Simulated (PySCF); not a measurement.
# C7H9BO2: NMR shifts in solvents

Aim: compute the NMR shifts of C7H9BO2 (`OB(O)C1=CC=CC12CC2`), and see what a dielectric continuum does where one was used.

Programs: PySCF 2.14.0, with density-fitted response routines of our own. Each step states its level of theory. These are calculated values for one molecule, in the gas phase or a continuum, unless marked as measured. Atoms count from 0, in the outputs and in this text.

## 1. The molecule as given

19 atoms, charge 0, multiplicity 1; geometry from: GFN2-xTB. The atoms were then displaced at random by about 0.01 Å, so the start is not that level's minimum.

Bonds of the start (Å): O0–B1 1.39, B1–O2 1.36, B1–C3 1.54, C3–C4 1.34, C4–C5 1.44, C5–C6 1.34, C6–C7 1.46, C7–C8 1.52, C8–C9 1.47, C7–C3 1.50, C9–C7 1.54, O0–H10 0.97, O2–H11 0.97, C4–H12 1.06, C5–H13 1.07, C6–H14 1.09, C8–H15 1.08, C8–H16 1.08, C9–H17 1.08, C9–H18 1.08.

## 2. Geometry optimisation at PBE0-D3(BJ)/def2-SVP

Job settings and geometry (Å):

```
{"job": {"xc": "PBE0", "basis": "def2-SVP", "d3": "d3bj", "grid": 1, "shake": 0.01, "kind": "geom"}, "charge": 0, "multiplicity": 1}
O      2.968350    -0.874800    -0.581130
B      1.604100    -0.995280    -0.347140
O      1.100930    -2.258860    -0.323720
C      0.699030     0.231740    -0.117420
C      1.012360     1.538820    -0.120670
C     -0.135120     2.376590     0.139810
C     -1.199240     1.576570     0.298200
C     -0.773310     0.189170     0.145330
C     -1.702840    -0.850580    -0.462780
C     -1.433080    -0.930360     0.977680
H      3.259750     0.046990    -0.590710
H      1.802500    -2.916150    -0.466480
H      1.975150     1.953760    -0.281680
H     -0.122150     3.448300     0.202200
H     -2.226620     1.866380     0.494510
H     -1.221820    -1.564240    -1.114540
H     -2.663650    -0.498720    -0.823470
H     -2.209520    -0.626810     1.670250
H     -0.765550    -1.705480     1.322500
```

Launch:

```console
$ OMP_NUM_THREADS=1 python probes_run.py task.json out
```

The driver reads the jobs from task.json and runs them one after another.

What it wrote:

```text
step   0  E = -446.70227183  max force = 0.024380
step   1  E = -446.70542710  max force = 0.008356
step   2  E = -446.70562184  max force = 0.002527
step   3  E = -446.70564626  max force = 0.003351
step   4  E = -446.70568352  max force = 0.001806
step   5  E = -446.70571077  max force = 0.001176
step   6  E = -446.70574691  max force = 0.000606
step   7  E = -446.70577824  max force = 0.001321
step   8  E = -446.70578590  max force = 0.001077
step   9  E = -446.70581550  max force = 0.000920
step  10  E = -446.70581669  max force = 0.000840
step  11  E = -446.70581606  max force = 0.000550
step  12  E = -446.70581795  max force = 0.000329
optimisation converged
```

Wall time 4.6 min (1 thread of Arm Neoverse V1, shared host); peak memory 0.75 GiB.

Relaxation path:

```csv
step,energy from step 0 (eV),largest force component (eV/Å)
0,0.0000,1.2537
1,-0.0859,0.4297
2,-0.0912,0.1299
3,-0.0918,0.1723
4,-0.0928,0.0929
5,-0.0936,0.0605
6,-0.0946,0.0312
7,-0.0954,0.0679
8,-0.0956,0.0554
9,-0.0964,0.0473
10,-0.0965,0.0432
11,-0.0964,0.0283
12,-0.0965,0.0169
```

Close pairs (by a distance rule), those that changed most:

```csv
bond,before (Å),after (Å),change (Å)
C4–H12,1.061,1.094,+0.033
C3–C4,1.344,1.368,+0.024
O0–B1,1.389,1.368,-0.021
C5–H13,1.074,1.091,+0.017
C5–C6,1.341,1.357,+0.017
C3–C7,1.496,1.483,-0.013
C7–C9,1.543,1.531,-0.012
C9–H18,1.079,1.091,+0.012
```

The end geometry stands in the next job.

```csv
at the end point,value
"rotational constants (GHz, main isotopes)","2.013, 1.255, 0.822"
dipole moment (D),0.25
```

## 3. Nuclear shieldings: PBE0/pcSseg-1 in chloroform

Job settings and geometry (Å):

```
{"job": {"kind": "nmr", "xc": "PBE0", "basis": "pcSseg-1", "solvent": "chloroform", "pop": true}, "charge": 0, "multiplicity": 1}
O      2.995107    -0.713015    -0.623892
B      1.661222    -0.902886    -0.385763
O      1.203712    -2.190567    -0.377913
C      0.662242     0.256586    -0.130120
C      0.941444     1.596001    -0.141522
C     -0.251076     2.371754     0.138639
C     -1.285080     1.512499     0.326576
C     -0.785563     0.140312     0.170544
C     -1.671124    -0.951230    -0.434969
C     -1.364511    -1.005814     1.004264
H      3.251040     0.212902    -0.602094
H      1.918716    -2.813444    -0.549181
H      1.920336     2.044629    -0.335417
H     -0.296939     3.460406     0.187870
H     -2.321905     1.766495     0.552852
H     -1.161504    -1.659598    -1.090300
H     -2.665871    -0.636131    -0.758867
H     -2.135932    -0.731686     1.727700
H     -0.641905    -1.751535     1.340206
```

Method: GIAO PBE0/pcSseg-1 NMR shielding, non-relativistic, IEF-PCM chloroform.

What it wrote:

```text
coarse grid: 16440 points
cycle   1  E = -446.7451387711  dE =  1.749e+00  |g| = 8.724e-01  |ddm| = 4.066e+00
cycle   2  E = -446.6503249533  dE =  9.481e-02  |g| = 1.159e+00  |ddm| = 1.447e+00
cycle   3  E = -446.8893658893  dE = -2.390e-01  |g| = 8.955e-02  |ddm| = 8.428e-01
cycle   4  E = -446.8909343556  dE = -1.568e-03  |g| = 3.407e-02  |ddm| = 9.805e-02
cycle   5  E = -446.8912003605  dE = -2.660e-04  |g| = 1.054e-02  |ddm| = 3.596e-02
cycle   6  E = -446.8912236959  dE = -2.334e-05  |g| = 4.096e-03  |ddm| = 1.233e-02
cycle   7  E = -446.8912276511  dE = -3.955e-06  |g| = 9.662e-04  |ddm| = 4.112e-03
final grid: 160432 points
cycle   8  E = -446.9683324403  dE = -5.590e-05  |g| = 9.815e-03  |ddm| = 4.591e-02
cycle   9  E = -446.9683180822  dE =  1.436e-05  |g| = 1.303e-02  |ddm| = 2.031e-02
cycle  10  E = -446.9683550469  dE = -3.696e-05  |g| = 1.371e-03  |ddm| = 1.149e-02
cycle  11  E = -446.9683554527  dE = -4.058e-07  |g| = 3.036e-04  |ddm| = 1.249e-03
cycle  12  E = -446.9683554694  dE = -1.669e-08  |g| = 1.709e-04  |ddm| = 3.780e-04
cycle  13  E = -446.9683554763  dE = -6.929e-09  |g| = 2.525e-05  |ddm| = 1.623e-04
cycle  14  E = -446.9683554765  dE = -1.314e-10  |g| = 8.497e-06  |ddm| = 2.859e-05
converged SCF energy = -446.9683554765

GIAO shielding tensors (ppm)
atom      isotropic    diamagn.    paramagn.     s11        s22        s33       span
  0 O      226.506     388.190    -161.684    122.179    274.859    282.480    160.301
  1 B       75.672     196.778    -121.105     64.325     72.422     90.271     25.947
  2 O      227.720     388.980    -161.260    139.472    260.843    282.844    143.373
  3 C       35.988     253.446    -217.458    -59.190     11.151    156.002    215.192
  4 C       35.038     256.192    -221.154    -73.587     36.128    142.575    216.162
  5 C       49.705     256.137    -206.432    -48.547     49.317    148.345    196.892
  6 C       24.874     251.514    -226.641    -86.627     25.899    135.350    221.977
  7 C      139.592     253.245    -113.654     89.095    136.381    193.299    104.204
  8 C      165.532     250.990     -85.457    150.839    171.588    174.170     23.331
  9 C      165.588     251.000     -85.411    150.970    171.529    174.265     23.295
 10 H       26.528      32.150      -5.622     18.332     25.021     36.231     17.899
 11 H       27.359      28.992      -1.633     20.307     23.758     38.012     17.705
 12 H       23.993      33.154      -9.161     21.981     22.450     27.547      5.566
 13 H       24.442      30.911      -6.469     22.686     23.457     27.182      4.496
 14 H       24.386      32.111      -7.726     22.437     22.621     28.098      5.661
 15 H       28.918      30.781      -1.863     21.798     28.196     36.759     14.961
 16 H       29.381      30.579      -1.198     23.018     26.492     38.634     15.617
 17 H       29.378      30.577      -1.198     23.027     26.474     38.634     15.607
 18 H       28.986      30.806      -1.820     21.950     28.227     36.780     14.830
```

Wall time 46 s (1 thread of Arm Neoverse V1, shared host); peak memory 1.1 GiB.

The references, computed at this level on geometries of the same kind, shield at (ppm): 1H TMS 31.25, 13C TMS 185.2, 17O H2O 341.0, 11B BF3·OEt2 101.2. Their shielding less the atom's gives the shift. The references are single molecules in the same continuum, so shifts against H2O, NH3, PH3, H3PO4 or CFCl3 are not on the usual liquid scales and can be off by tens of ppm. Atoms listed in one row are averaged.

```csv
atoms,environment,σ (ppm),δ (ppm)
C6,alkene CH,24.9,160.3
C4,alkene CH,35.0,150.1
C3,fully substituted alkene carbon,36.0,149.2
C5,alkene CH,49.7,135.5
C7,three-membered-ring carbon,139.6,45.6
"C8, C9",three-membered-ring carbon,165.6,19.6
H12,hydrogen on an alkene CH,23.99,7.25
H14,hydrogen on an alkene CH,24.39,6.86
H13,hydrogen on an alkene CH,24.44,6.80
"H10, H11",hydrogen on an oxygen bonded to B,26.94,4.30
"H15, H18",hydrogen on a three-membered-ring carbon,28.95,2.30
"H16, H17",hydrogen on a three-membered-ring carbon,29.38,1.87
"O0, O2","oxygen bonded to B, H",227.1,113.9
B1,"boron bonded to C, 2 O",75.7,25.5
```

Charges from the same density, by scheme (e):

```csv
atoms,Mulliken,IAO,Hirshfeld,ESP fit
"O0, O2",-0.44,-0.57,-0.26,-0.72
B1,0.56,0.47,0.22,0.76
C3,-0.17,-0.18,-0.10,-0.55
C4,-0.13,-0.15,-0.06,-0.11
C5,-0.10,-0.19,-0.08,-0.12
C6,-0.01,-0.16,-0.05,-0.50
C7,-0.43,0.01,0.00,0.55
"C8, C9",-0.12,-0.26,-0.07,-0.30
```

Mayer bond orders: O0–B1 1.22, B1–O2 1.20, B1–C3 0.93, C3–C4 1.67, C4–C5 1.17, C5–C6 1.69, C6–C7 1.08, C7–C8 0.85, C8–C9 0.99, C7–C3 1.04, C9–C7 0.85.

Ring of atoms C3, C4, C5, C6, C7: NICS(0) -3.7, NICS(1) -6.6, NICS(1)zz -14.7 ppm (means of both faces).

Ring of atoms C7, C8, C9: NICS(0) -42.1, NICS(1) -6.4, NICS(1)zz -23.5 ppm (means of both faces).

In rings of three or four atoms NICS is ruled by the nearby σ bonds, so it says little on aromaticity.

## 4. Nuclear shieldings: PBE0/pcSseg-1 in dichloromethane

Settings changed since step 3:

```diff
@@ -1,2 +1,2 @@
-{"job": {"kind": "nmr", "xc": "PBE0", "basis": "pcSseg-1", "solvent": "chloroform", "pop": true}, "charge": 0, "multiplicity": 1}
+{"job": {"kind": "nmr", "xc": "PBE0", "basis": "pcSseg-1", "solvent": "dichloromethane", "pop": false}, "charge": 0, "multiplicity": 1}
 O      2.995107    -0.713015    -0.623892
```

Level: GIAO PBE0/pcSseg-1 NMR shielding, non-relativistic, IEF-PCM dichloromethane.

What it wrote:

```text
coarse grid: 16440 points
cycle   1  E = -446.7481467084  dE =  1.746e+00  |g| = 8.701e-01  |ddm| = 4.065e+00
cycle   2  E = -446.6551193450  dE =  9.303e-02  |g| = 1.153e+00  |ddm| = 1.434e+00
cycle   3  E = -446.8912915421  dE = -2.362e-01  |g| = 8.855e-02  |ddm| = 8.339e-01
cycle   4  E = -446.8928354338  dE = -1.544e-03  |g| = 3.289e-02  |ddm| = 9.616e-02
cycle   5  E = -446.8930878756  dE = -2.524e-04  |g| = 9.282e-03  |ddm| = 3.413e-02
cycle   6  E = -446.8931053504  dE = -1.747e-05  |g| = 3.809e-03  |ddm| = 1.081e-02
cycle   7  E = -446.8931087282  dE = -3.378e-06  |g| = 9.011e-04  |ddm| = 3.740e-03
final grid: 160432 points
cycle   8  E = -446.9701979780  dE = -5.625e-05  |g| = 9.741e-03  |ddm| = 4.591e-02
cycle   9  E = -446.9701844480  dE =  1.353e-05  |g| = 1.284e-02  |ddm| = 1.988e-02
cycle  10  E = -446.9702202208  dE = -3.577e-05  |g| = 1.361e-03  |ddm| = 1.118e-02
cycle  11  E = -446.9702206197  dE = -3.989e-07  |g| = 2.928e-04  |ddm| = 1.224e-03
cycle  12  E = -446.9702206352  dE = -1.546e-08  |g| = 1.651e-04  |ddm| = 3.618e-04
cycle  13  E = -446.9702206416  dE = -6.434e-09  |g| = 2.487e-05  |ddm| = 1.553e-04
cycle  14  E = -446.9702206417  dE = -1.280e-10  |g| = 8.094e-06  |ddm| = 2.744e-05
converged SCF energy = -446.9702206417

GIAO shielding tensors (ppm)
atom      isotropic    diamagn.    paramagn.     s11        s22        s33       span
  0 O      226.632     388.373    -161.741    121.763    275.065    283.068    161.304
  1 B       75.651     196.737    -121.087     64.272     72.458     90.222     25.949
  2 O      227.932     389.154    -161.222    139.230    261.050    283.515    144.285
  3 C       36.109     253.446    -217.337    -59.024     11.375    155.975    214.999
  4 C       34.652     256.059    -221.407    -73.933     35.040    142.850    216.784
  5 C       49.657     256.226    -206.570    -48.639     49.123    148.485    197.124
  6 C       24.653     251.419    -226.766    -86.906     25.225    135.641    222.547
  7 C      139.547     253.298    -113.750     89.050    136.291    193.302    104.252
  8 C      165.583     251.013     -85.430    150.909    171.648    174.191     23.282
  9 C      165.639     251.020     -85.381    151.033    171.597    174.288     23.255
 10 H       26.400      32.075      -5.675     18.166     24.865     36.170     18.004
 11 H       27.263      28.927      -1.664     20.171     23.647     37.971     17.800
 12 H       23.925      33.089      -9.164     21.875     22.408     27.492      5.618
 13 H       24.407      30.937      -6.530     22.645     23.424     27.152      4.507
 14 H       24.336      32.084      -7.747     22.404     22.548     28.058      5.654
 15 H       28.935      30.794      -1.859     21.819     28.208     36.777     14.957
 16 H       29.336      30.520      -1.184     22.961     26.425     38.620     15.659
 17 H       29.332      30.517      -1.184     22.971     26.407     38.620     15.649
 18 H       28.999      30.813      -1.814     21.968     28.234     36.795     14.828
```

Run time: 46 s. Hardware: 1 thread of Arm Neoverse V1, shared host; peak memory 1.1 GiB.

This run: δ C6 160.7, C4 150.7, C3 149.2, C5 135.7, H12 7.32, H14 6.91 ppm.

## 5. Side by side: NMR shifts

Shifts (ppm) of some atoms, chosen among heavy atoms and hydrogens apart, means over like atoms, with basis size and wall time:

```csv
run,C6,C4,C5,C7,H12,H10,O0,functions,time
PBE0/pcSseg-1 in chloroform,160.3,150.1,135.5,45.6,7.25,4.30,113.9,215,46 s
PBE0/pcSseg-1 in dichloromethane,160.7,150.7,135.7,45.8,7.32,4.41,114.8,215,46 s
```

The continuum's effect on the ground state:

```csv
solvent,ε,polarisation energy (Eh),μ (D)
chloroform,4.71,-0.0094,0.47
dichloromethane,8.93,-0.0115,0.51
```

## 6. Summary of results

| quantity | value |
| --- | --- |
| rotational constants (main isotopes) | 2.01, 1.26, 0.82 GHz |
| 13C shifts against TMS (PBE0/pcSseg-1, chloroform, means over atoms taken as alike) | 160.3, 150.1, 149.2, 135.5, 45.6, 19.6 ppm |
| 1H shifts against TMS (PBE0/pcSseg-1, chloroform, means over atoms taken as alike) | 7.25, 6.86, 6.80, 4.30, 2.30, 1.87 ppm |
| 17O shifts against H2O (PBE0/pcSseg-1, chloroform, means over atoms taken as alike) | 113.9 ppm |
| 11B shifts against BF3·OEt2 (PBE0/pcSseg-1, chloroform) | 25.5 ppm |
| range of the shift of O0 | 113.9 to 114.8 ppm |

**Reading.** Relaxing lowered the energy by 0.096 eV in 12 steps; the close pair that moved most is C4–H12, from 1.061 to 1.094 Å. In ppm, O0 (with its like atoms) moves most: its shift spreads over 0.9 ppm, from 113.9 (PBE0/pcSseg-1 in chloroform) to 114.8 (PBE0/pcSseg-1 in dichloromethane). Most of that comes from the computed reference, not from the atom's own shielding. The continuum holds electrostatics alone: no hydrogen bonds to the solvent, and the gas-phase geometry is kept.
